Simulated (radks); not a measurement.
**Sc²⁺ in [Ar] 4p1: an all-electron calculation**

What are the levels of the scandium ion Sc2+, how large are its shells, and how does its energy divide?

Program: radks (a radial shooting solver on a logarithmic mesh, Libxc functionals) version 1. Level of theory: non-relativistic Kohn-Sham, LDA (Slater exchange, Perdew-Wang correlation), spin-unpolarised, spherical densities, point nucleus. These are calculated values, not measurements, unless marked.

## 1. The system

```
element       : scandium (Z = 21)
charge        : +2
electrons     : 19
configuration : [Ar] 4p1
```

The outer shells:

Sc²⁺
```
[Ar] core
4p [↑ ][  ][  ]
```

## 2. The run

Input:

```text
Z 21
configuration [Ar] 4p1 4s0 3d0 5p0 4f0
relativity non-relativistic
functional lda,pw
spin unpolarised
nucleus point
```

**Question.** What will this run give?

The runs gave:

| quantity | value |
| --- | --- |
| total energy | -757.64380 hartree |
| exchange-correlation share of it | 4.78 % |
| −T/E | 0.9985 |
| highest occupied level | 4p, -14.281 eV |
| most extended occupied level | 4p, <r> = 3.37 bohr |
| radius at density 0.001 e/bohr³ | 4.23 bohr |
| maxima of the radial density | 3 |

**Reading.** The radial density shows 3 maxima for 4 occupied principal shells; where shells overlap, one shows as a shoulder or not at all. The ratio −T/E is 0.9985; for a non-relativistic Coulomb system it is 1 up to the kinetic part of correlation. This is not the tabulated ground configuration, so its levels and sizes aren't those of the ground state, and no measured value stands beside it.
